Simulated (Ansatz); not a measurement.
# AlBH7NSi: basis-set convergence

One table from this session's results is given with a row withheld; the runs are named, their logs left out.

Program: Ansatz 0.2.0, Gaussian basis. Level of theory: one geometry, several basis sets. These are calculated values, not measurements.

The runs, in order: PBE0-D4/def2-SVP; ωB97M-V/def2-SVP; PBE0-D4/def2-QZVPP; ωB97M-V/def2-QZVPP; the functionals' def2-TZVPP values are taken from earlier runs.

1 further run of the same task is left out (it didn't finish).

### The relaxed structure

All runs share one geometry, relaxed beforehand with PBE0-D4 in a triple-zeta def2 set.

SMILES `NB[SiH2][AlH2]`, 11 atoms, charge 0, spin multiplicity 1.

Atoms are counted from 1 here; the program's logs count them from 0.

Bond lengths: N1–B2 1.387 Å, N1–H5 1.007 Å, N1–H6 1.007 Å, B2–Si3 2.016 Å, B2–H7 1.200 Å, Si3–Al4 2.450 Å, Si3–H8 1.494 Å, Si3–H9 1.498 Å, Al4–H10 1.591 Å, Al4–H11 1.592 Å. Angles: B2–N1–H5 123.6°, B2–N1–H6 123.0°, H5–N1–H6 113.4°, N1–B2–Si3 121.5°, N1–B2–H7 117.5°, Si3–B2–H7 120.9°, B2–Si3–Al4 108.5°, B2–Si3–H8 110.5°, B2–Si3–H9 111.1°, Al4–Si3–H8 109.7°, Al4–Si3–H9 109.5°, H8–Si3–H9 107.5°, Si3–Al4–H10 121.6°, Si3–Al4–H11 120.4°, H10–Al4–H11 117.9°.

Coordinates:

```mol
AlBH7NSi
  3D, bonds by distance, orders not assigned

 11 10  0  0  0  0  0  0  0  0999 V2000
   -1.0033    1.9689    0.1003 N   0  0
    0.1381    1.2755   -0.2745 B   0  0
    0.7452   -0.3708    0.7176 Si  0  0
    0.1623   -2.3405   -0.6174 Al  0  0
   -1.5610    1.7311    0.9038 H   0  0
   -1.3440    2.7753   -0.3978 H   0  0
    0.7271    1.6614   -1.2463 H   0  0
    2.2213   -0.3322    0.9417 H   0  0
    0.0879   -0.4637    2.0602 H   0  0
    1.1522   -2.9266   -1.7167 H   0  0
   -1.2606   -3.0355   -0.4502 H   0  0
  1  2  8  0
  2  3  8  0
  3  4  8  0
  1  5  8  0
  1  6  8  0
  2  7  8  0
  3  8  8  0
  3  9  8  0
  4 10  8  0
  4 11  8  0
M  END
```

Set-up of the first run:

in.yaml reads:

```yaml
crystal:
  periodic: [false, false, false]
  atoms:
    - {symbol: N, position_ang: [-1.003297, 1.968948, 0.100292]}
    - {symbol: B, position_ang: [0.138120, 1.275529, -0.274533]}
    - {symbol: Si, position_ang: [0.745172, -0.370807, 0.717643]}
    - {symbol: Al, position_ang: [0.162328, -2.340465, -0.617422]}
    - {symbol: H, position_ang: [-1.560954, 1.731095, 0.903792]}
    - {symbol: H, position_ang: [-1.344046, 2.775292, -0.397779]}
    - {symbol: H, position_ang: [0.727115, 1.661393, -1.246257]}
    - {symbol: H, position_ang: [2.221348, -0.332152, 0.941669]}
    - {symbol: H, position_ang: [0.087888, -0.463745, 2.060220]}
    - {symbol: H, position_ang: [1.152226, -2.926619, -1.716686]}
    - {symbol: H, position_ang: [-1.260598, -3.035469, -0.450237]}
basis:
  gaussian: {orbitals: def2-SVP}
hamiltonian: {xc: pbe0, dispersion: d4}
output: {orbitals: {seedname: orbitals}}
```

Launch:

```bash
$ ansatz run in.yaml --threads 2 --pin off --events-out ev --progress --plain --max-ram 4352MiB
```

Among the steps run: PBE0-D4 in def2-SVP; ωB97M-V in def2-SVP; PBE0-D4 in def2-QZVPP; ωB97M-V in def2-QZVPP.

One of the session's tables, all rows but one given; the rest of the session is left out.

It belongs to the step «Functionals by basis». 

```
functional       basis  HOMO (eV)  LUMO (eV)
   PBE0-D4    def2-SVP      -7.00      -1.86
   PBE0-D4  def2-TZVPP      -7.02      -1.91
   PBE0-D4  def2-QZVPP      -7.03      -1.93
   ωB97M-V    def2-SVP      -8.92      -0.16
   ωB97M-V  def2-TZVPP          ?          ?
   ωB97M-V  def2-QZVPP      -8.99      -0.37
```

**Question.** Estimate the row for ωB97M-V, def2-TZVPP.

**Answer.** HOMO (eV): -8.98; LUMO (eV): -0.27. In the column «HOMO (eV)» it lies between ωB97M-V, def2-QZVPP (-8.99) and ωB97M-V, def2-SVP (-8.92).
